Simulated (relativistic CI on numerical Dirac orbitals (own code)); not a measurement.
**Ions of silver: ground levels and radial parameters**

Each member is run with a single configuration, to see the trend of ground level, magnetic moment, spin-orbit coupling and shell size.

The numbers are computed with relativistic CI on numerical Dirac orbitals (own code) version 3 (Dirac-Coulomb-Breit CI, KLI orbitals optimised for each configuration, model QED (radiative potential, 1s self-energy scaled to tabulated hydrogen-like ionisation energies), valence Slater integrals scaled by 0.9), except any that are marked as measured or tabulated.

## (1) What is computed

| Item | Value |
| --- | --- |
| members | Ag [Kr] 4d10 5s, Ag²⁺ [Kr] 4d9, Ag³⁺ [Kr] 4d8, Ag⁴⁺ [Kr] 4d7, Ag⁵⁺ [Kr] 4d6, Ag⁶⁺ [Kr] 4d5, Ag⁷⁺ [Kr] 4d4 |
| Slater scale | 0.9 |

## (2) Ag, [Kr] 4d10 5s

Settings, as recorded:

```ini
atom Ag  Z=47  charge=0  electrons=47
nucleus A=107  rms_radius_fm=4.5454
hamiltonian dirac-coulomb  breit=on  qed=on  c_scale=1
orbitals kli  potential=per-configuration
slater_scale 0.9
correlation none
mixing on
configurations
  [Kr] 4d10 5s
end
```

The run is started by

```console
> python run_levels.py task.json out
```

task.json lists these runs, among others, and the program works through them in turn.

Main fields of the result record, rounded:

```text
{
  "status": "converged",
  "levels [i, E_cm, J2, conf, term, w_term, jj, w_jj, g]": [
    [0, 0, 1, "5s", "2S", 1, "5s", 1, 2.002]
  ],
  "n_levels_all": 1,
  "total_energy [Ha]": -5308.6540551,
  "configurations [conf, odd, states, E_av_cm, breit_Ha, qed_Ha, corr_Ha]": [
    ["5s", 0, 2, 0, 3.57, 2.383, "-"]
  ],
  "radial 5s [Ha, bohr]": {"<r^1>(5s)": 3.2202, "<r^2>(5s)": 12.197, "<r^4>(5s)": 269.71}
}
```

Wall time 0.15 s (1 thread, shared host).

## (3) Ag²⁺, [Kr] 4d9

Settings: those of step 2 with these lines changed.

```diff
@@ -1,2 +1,2 @@
-atom Ag  Z=47  charge=0  electrons=47
+atom Ag  Z=47  charge=2  electrons=45
 nucleus A=107  rms_radius_fm=4.5454
@@ -8,3 +8,3 @@
 configurations
-  [Kr] 4d10 5s
+  [Kr] 4d9
 end
```

From the record:

```text
{
  "status": "converged",
  "levels [i, E_cm, J2, conf, term, w_term, jj, w_jj, g, tau_s]": [
    [0, 0, 5, "4d9", "2D", 1, "4d5/2^5", 1, 1.2, "-"],
    [1, 4406.4208, 3, "4d9", "2D", 1, "4d3/2^3 4d5/2^6", 1, 0.7991, 0.7227]
  ],
  "lines, the strongest and those to the lowest levels [upper, lower, type, S_au, A_per_s, branching]": [
    [1, 0, "M1", 2.398, 1.384, 1]
  ],
  "n_levels_all": 2,
  "total_energy [Ha]": -5307.7048375,
  "configurations [conf, odd, states, E_av_cm, breit_Ha, qed_Ha, corr_Ha]": [
    ["4d9", 0, 10, 1762.57, 3.569, 2.383, "-"]
  ],
  "radial 4d9 [Ha, bohr]": {"<r^-3>(4d)": 9.2348, "<r^1>(4d)": 1.3037, "<r^2>(4d)": 2.0255, "<r^4>(4d)": 7.6537, "zeta(4d)": 0.0080443}
}
```

It took 0.12 s on 1 thread, shared host.

## (4) Ag³⁺, [Kr] 4d8

Settings: those of step 3 with these lines changed.

```diff
@@ -1,2 +1,2 @@
-atom Ag  Z=47  charge=2  electrons=45
+atom Ag  Z=47  charge=3  electrons=44
 nucleus A=107  rms_radius_fm=4.5454
@@ -8,3 +8,3 @@
 configurations
-  [Kr] 4d9
+  [Kr] 4d8
 end
```

From the record:

```text
{
  "status": "converged",
  "levels [i, E_cm, J2, conf, term, w_term, jj, w_jj, g, tau_s]": [
    [0, 0, 8, "4d8", "3F", 0.9923, "4d5/2^4", 0.8652, 1.248, "-"],
    [1, 3989.306, 6, "4d8", "3F", 1, "4d3/2^3 4d5/2^5", 1, 1.083, 0.6106],
    [2, 5841.0665, 4, "4d8", "3F", 0.8882, "4d3/2^2 4d5/2^6", 0.3856, 0.7067, 4.932],
    [3, 13550.103, 4, "4d8", "3P", 0.4969, "4d5/2^4", 0.7122, 1.221, 0.2686],
    [4, 18077.024, 2, "4d8", "3P", 1, "4d3/2^3 4d5/2^5", 1, 1.501, 0.7028],
    [5, 18323.415, 0, "4d8", "3P", 0.9775, "4d5/2^4", 0.5497, "-", 16.05],
    [6, 18857.931, 4, "4d8", "3P", 0.4955, "4d3/2^3 4d5/2^5", 0.5641, 1.238, "-"],
    [7, 21965.83, 8, "4d8", "1G", 0.9923, "4d3/2^3 4d5/2^5", 0.8652, 1.001, "-"]
  ],
  "lines, the strongest and those to the lowest levels [upper, lower, type, S_au, A_per_s, branching]": [
    [1, 0, "M1", 6.694, 1.638, 1],
    [2, 1, "M1", 5.919, 0.2027, 1],
    [3, 1, "M1", 0.551, 2.598, 0.6979],
    [3, 2, "M1", 0.4404, 1.089, 0.2924],
    [4, 2, "M1", 0.01905, 0.3138, 0.2206]
  ],
  "n_levels_all": 9,
  "total_energy [Ha]": -5306.4918541,
  "configurations [conf, odd, states, E_av_cm, breit_Ha, qed_Ha, corr_Ha]": [
    ["4d8", 0, 45, 12004.8, 3.57, 2.383, "-"]
  ],
  "radial 4d8 [Ha, bohr]": {"<r^-3>(4d)": 9.9947, "<r^1>(4d)": 1.2467, "<r^2>(4d)": 1.8297, "<r^4>(4d)": 5.9056, "F2(4d,4d)": 0.36591, "F4(4d,4d)": 0.24049, "zeta(4d)": 0.0087627}
}
```

Wall time 0.13 s (1 thread, shared host).

## (5) Ag⁴⁺, [Kr] 4d7

Settings: those of step 4 with these lines changed.

```diff
@@ -1,2 +1,2 @@
-atom Ag  Z=47  charge=3  electrons=44
+atom Ag  Z=47  charge=4  electrons=43
 nucleus A=107  rms_radius_fm=4.5454
@@ -8,3 +8,3 @@
 configurations
-  [Kr] 4d8
+  [Kr] 4d7
 end
```

From the record:

```text
{
  "status": "converged",
  "levels [i, E_cm, J2, conf, term, w_term, jj, w_jj, g, tau_s]": [
    [0, 0, 9, "4d7", "4F", 0.9665, "4d5/2^3", 0.652, 1.326, "-"],
    [1, 3535.1759, 7, "4d7", "4F", 0.991, "4d3/2^3 4d5/2^4", 0.8666, 1.235, 0.6858],
    [2, 5645.6535, 5, "4d7", "4F", 0.9748, "4d3/2^2 4d5/2^5", 0.6045, 1.032, 1.904],
    [3, 6944.2668, 3, "4d7", "4F", 0.9538, "4d3/2^3 4d5/2^4", 0.3816, 0.4185, 7.35],
    [4, 16406.171, 3, "4d7", "4P", 0.679, "4d5/2^3", 0.6107, 1.591, 1.743],
    [5, 16901.572, 5, "4d7", "4P", 0.9627, "4d3/2^3 4d5/2^4", 0.5672, 1.585, 1.422],
    [6, 17504.854, 9, "4d7", "2G", 0.8258, "4d3/2^3 4d5/2^4", 0.5371, 1.089, 0.144],
    [7, 19077.181, 1, "4d7", "4P", 0.8702, "4d3/2^3 4d5/2^4", 0.8106, 2.41, 1.33]
  ],
  "lines, the strongest and those to the lowest levels [upper, lower, type, S_au, A_per_s, branching]": [
    [1, 0, "M1", 9.788, 1.458, 1],
    [2, 1, "M1", 12.43, 0.5253, 1],
    [4, 2, "M1", 0.04287, 0.3602, 0.6278],
    [5, 0, "E2", 5.342, 0.1375, 0.1955],
    [5, 1, "M1", 0.03512, 0.3771, 0.536]
  ],
  "n_levels_all": 19,
  "total_energy [Ha]": -5304.7045089,
  "configurations [conf, odd, states, E_av_cm, breit_Ha, qed_Ha, corr_Ha]": [
    ["4d7", 0, 120, 23062.7, 3.57, 2.384, "-"]
  ],
  "radial 4d7 [Ha, bohr]": {"<r^-3>(4d)": 10.775, "<r^1>(4d)": 1.1992, "<r^2>(4d)": 1.6783, "<r^4>(4d)": 4.7756, "F2(4d,4d)": 0.38278, "F4(4d,4d)": 0.25289, "zeta(4d)": 0.0095062}
}
```

Wall time 0.12 s (1 thread, shared host).

## (6) Ag⁵⁺, [Kr] 4d6

Settings: those of step 5 with these lines changed.

```diff
@@ -1,2 +1,2 @@
-atom Ag  Z=47  charge=4  electrons=43
+atom Ag  Z=47  charge=5  electrons=42
 nucleus A=107  rms_radius_fm=4.5454
@@ -8,3 +8,3 @@
 configurations
-  [Kr] 4d7
+  [Kr] 4d6
 end
```

From the record:

```text
{
  "status": "converged",
  "levels [i, E_cm, J2, conf, term, w_term, jj, w_jj, g, tau_s]": [
    [0, 0, 8, "4d6", "5D", 0.9699, "4d3/2^3 4d5/2^3", 0.4678, 1.493, "-"],
    [1, 2591.1375, 6, "4d6", "5D", 0.9852, "4d3/2^3 4d5/2^3", 0.5945, 1.496, 1.683],
    [2, 3882.9831, 4, "4d6", "5D", 0.9609, "4d3/2^2 4d5/2^4", 0.5603, 1.496, 7.464],
    [3, 4827.3045, 2, "4d6", "5D", 0.9631, "4d3/2^3 4d5/2^3", 0.5421, 1.497, 13.09],
    [4, 5255.3361, 0, "4d6", "5D", 0.9606, "4d3/2^2 4d5/2^4", 0.6855, "-", 81.67],
    [5, 21356.966, 8, "4d6", "3H", 0.4405, "4d5/2^2", 0.5222, 0.9857, 0.1821],
    [6, 21838.326, 12, "4d6", "3H", 0.9505, "4d3/2^3 4d5/2^3", 0.8026, 1.158, "-"],
    [7, 22356.42, 10, "4d6", "3H", 0.7736, "4d3/2^3 4d5/2^3", 0.8252, 1.071, 14.15]
  ],
  "lines, the strongest and those to the lowest levels [upper, lower, type, S_au, A_per_s, branching]": [
    [1, 0, "M1", 8.862, 0.5941, 1],
    [2, 1, "M1", 11.52, 0.134, 0.9999],
    [5, 0, "M1", 0.1683, 4.913, 0.8949],
    [5, 1, "M1", 0.02907, 0.5758, 0.1049],
    [7, 0, "M1", 0.00185, 0.0507, 0.7174]
  ],
  "n_levels_all": 34,
  "total_energy [Ha]": -5302.2972395,
  "configurations [conf, odd, states, E_av_cm, breit_Ha, qed_Ha, corr_Ha]": [
    ["4d6", 0, 210, 34155.7, 3.57, 2.384, "-"]
  ],
  "radial 4d6 [Ha, bohr]": {"<r^-3>(4d)": 11.574, "<r^1>(4d)": 1.1582, "<r^2>(4d)": 1.5557, "<r^4>(4d)": 3.9833, "F2(4d,4d)": 0.39822, "F4(4d,4d)": 0.26429, "zeta(4d)": 0.010269}
}
```

Run time: 0.13 s. Hardware: 1 thread, shared host.

## (7) Ag⁶⁺, [Kr] 4d5

Settings: those of step 6 with these lines changed.

```diff
@@ -1,2 +1,2 @@
-atom Ag  Z=47  charge=5  electrons=42
+atom Ag  Z=47  charge=6  electrons=41
 nucleus A=107  rms_radius_fm=4.5454
@@ -8,3 +8,3 @@
 configurations
-  [Kr] 4d6
+  [Kr] 4d5
 end
```

From the record:

```text
{
  "status": "converged",
  "levels [i, E_cm, J2, conf, term, w_term, jj, w_jj, g, tau_s]": [
    [0, 0, 5, "4d5", "6S", 0.9788, "4d3/2^2 4d5/2^3", 0.4079, 1.993, "-"],
    [1, 30970.439, 5, "4d5", "4G", 0.8634, "4d3/2^2 4d5/2^3", 0.297, 0.6424, 0.9077],
    [2, 31814.895, 7, "4d5", "4G", 0.9474, "4d3/2^3 4d5/2^2", 0.4936, 0.9958, 35.46],
    [3, 32029.296, 11, "4d5", "4G", 0.9679, "4d3/2^2 4d5/2^3", 0.454, 1.266, "-"],
    [4, 32266.382, 9, "4d5", "4G", 0.9785, "4d3/2^2 4d5/2^3", 0.6289, 1.171, 222.8],
    [5, 34272.76, 5, "4d5", "4P", 0.5222, "4d5/2", 0.3517, 1.433, 0.04178],
    [6, 35308.243, 3, "4d5", "4P", 0.5989, "4d3/2^3 4d5/2^2", 0.6954, 1.507, 0.05804],
    [7, 36775.965, 1, "4d5", "4P", 0.7462, "4d3/2^2 4d5/2^3", 0.5358, 2.013, 6.063]
  ],
  "lines, the strongest and those to the lowest levels [upper, lower, type, S_au, A_per_s, branching]": [
    [1, 0, "M1", 0.008246, 1.101, 0.9995],
    [2, 1, "M1", 11.59, 0.02353, 0.8344],
    [4, 2, "M1", 16.19, 0.00402, 0.8956],
    [5, 0, "M1", 0.1301, 23.54, 0.9837],
    [6, 0, "M1", 0.05742, 17.04, 0.9892]
  ],
  "n_levels_all": 37,
  "total_energy [Ha]": -5299.2750404,
  "configurations [conf, odd, states, E_av_cm, breit_Ha, qed_Ha, corr_Ha]": [
    ["4d5", 0, 252, 54640, 3.57, 2.384, "-"]
  ],
  "radial 4d5 [Ha, bohr]": {"<r^-3>(4d)": 12.393, "<r^1>(4d)": 1.122, "<r^2>(4d)": 1.4533, "<r^4>(4d)": 3.3964, "F2(4d,4d)": 0.41253, "F4(4d,4d)": 0.27486, "zeta(4d)": 0.01105}
}
```

It took 0.12 s on 1 thread, shared host.

## (8) Ag⁷⁺, [Kr] 4d4

Settings: those of step 7 with these lines changed.

```diff
@@ -1,2 +1,2 @@
-atom Ag  Z=47  charge=6  electrons=41
+atom Ag  Z=47  charge=7  electrons=40
 nucleus A=107  rms_radius_fm=4.5454
@@ -8,3 +8,3 @@
 configurations
-  [Kr] 4d5
+  [Kr] 4d4
 end
```

From the record:

```text
{
  "status": "converged",
  "levels [i, E_cm, J2, conf, term, w_term, jj, w_jj, g, tau_s]": [
    [0, 0, 0, "4d4", "5D", 0.9267, "4d3/2^2 4d5/2^2", 0.53, "-", "-"],
    [1, 1241.2435, 2, "4d4", "5D", 0.9601, "4d3/2^3 4d5/2", 0.6733, 1.499, 10.23],
    [2, 3048.8616, 4, "4d4", "5D", 0.9807, "4d3/2^2 4d5/2^2", 0.6667, 1.497, 3.1],
    [3, 5088.5377, 6, "4d4", "5D", 0.979, "4d3/2^2 4d5/2^2", 0.5084, 1.493, 2.612],
    [4, 7224.3593, 8, "4d4", "5D", 0.9559, "4d3/2^2 4d5/2^2", 0.397, 1.489, 3.895],
    [5, 22464.496, 0, "4d4", "3P", 0.8503, "4d3/2^4", 0.4971, "-", 0.02611],
    [6, 23669.338, 8, "4d4", "3H", 0.7441, "4d3/2^3 4d5/2", 0.6345, 0.8747, 0.4272],
    [7, 26365.131, 10, "4d4", "3H", 0.878, "4d3/2^2 4d5/2^2", 0.92, 1.053, 1.95]
  ],
  "lines, the strongest and those to the lowest levels [upper, lower, type, S_au, A_per_s, branching]": [
    [1, 0, "M1", 5.683, 0.09772, 1],
    [2, 1, "M1", 10.12, 0.3226, 1],
    [3, 2, "M1", 11.71, 0.3828, 1],
    [5, 1, "M1", 0.1485, 38.29, 0.9998],
    [6, 4, "M1", 0.1435, 1.912, 0.8168]
  ],
  "n_levels_all": 34,
  "total_energy [Ha]": -5295.39631,
  "configurations [conf, odd, states, E_av_cm, breit_Ha, qed_Ha, corr_Ha]": [
    ["4d4", 0, 210, 39084.3, 3.571, 2.384, "-"]
  ],
  "radial 4d4 [Ha, bohr]": {"<r^-3>(4d)": 13.232, "<r^1>(4d)": 1.0897, "<r^2>(4d)": 1.3657, "<r^4>(4d)": 2.9441, "F2(4d,4d)": 0.42591, "F4(4d,4d)": 0.28476, "zeta(4d)": 0.011847}
}
```

Wall time 0.12 s (1 thread, shared host).

## (9) All members side by side

| ion | open shell | lowest level | LS (%) | g | moment (μB) | ζ (cm⁻¹) | F² (cm⁻¹) | <r> (bohr) |
| --- | --- | --- | --- | --- | --- | --- | --- | --- |
| Ag | 5s | 2S1/2 | 100 | 2.002 | 1.73 | - | - | 3.22 |
| Ag²⁺ | 4d | 2D5/2 | 100 | 1.200 | 3.55 | 1766 | - | 1.30 |
| Ag³⁺ | 4d | 3F4 | 99 | 1.248 | 5.58 | 1923 | 80309 | 1.25 |
| Ag⁴⁺ | 4d | 4F9/2 | 97 | 1.326 | 6.60 | 2086 | 84011 | 1.20 |
| Ag⁵⁺ | 4d | 5D4 | 97 | 1.493 | 6.68 | 2254 | 87400 | 1.16 |
| Ag⁶⁺ | 4d | 6S5/2 | 98 | 1.993 | 5.89 | 2425 | 90540 | 1.12 |
| Ag⁷⁺ | 4d | 5D0 | 93 | - | 0.00 | 2600 | 93477 | 1.09 |

ζ, F² and <r> are unscaled and averaged over j; the moment is g√(J(J+1)) of the lowest level.

## (10) Outcome

```
           quantity                                                                       value
      lowest levels  Ag 2S1/2, Ag²⁺ 2D5/2, Ag³⁺ 3F4, Ag⁴⁺ 4F9/2, Ag⁵⁺ 5D4, Ag⁶⁺ 6S5/2, Ag⁷⁺ 5D0
     largest moment                                                              6.68 μB (Ag⁵⁺)
<r>, first and last                                                       5s 3.22, 4d 1.09 bohr
```

What this shows: The open shell changes along the series (5s, 4d), so ζ and <r> compare only within one shell. The largest moment belongs to Ag⁵⁺. All lowest levels keep an LS purity of 70 % or more.
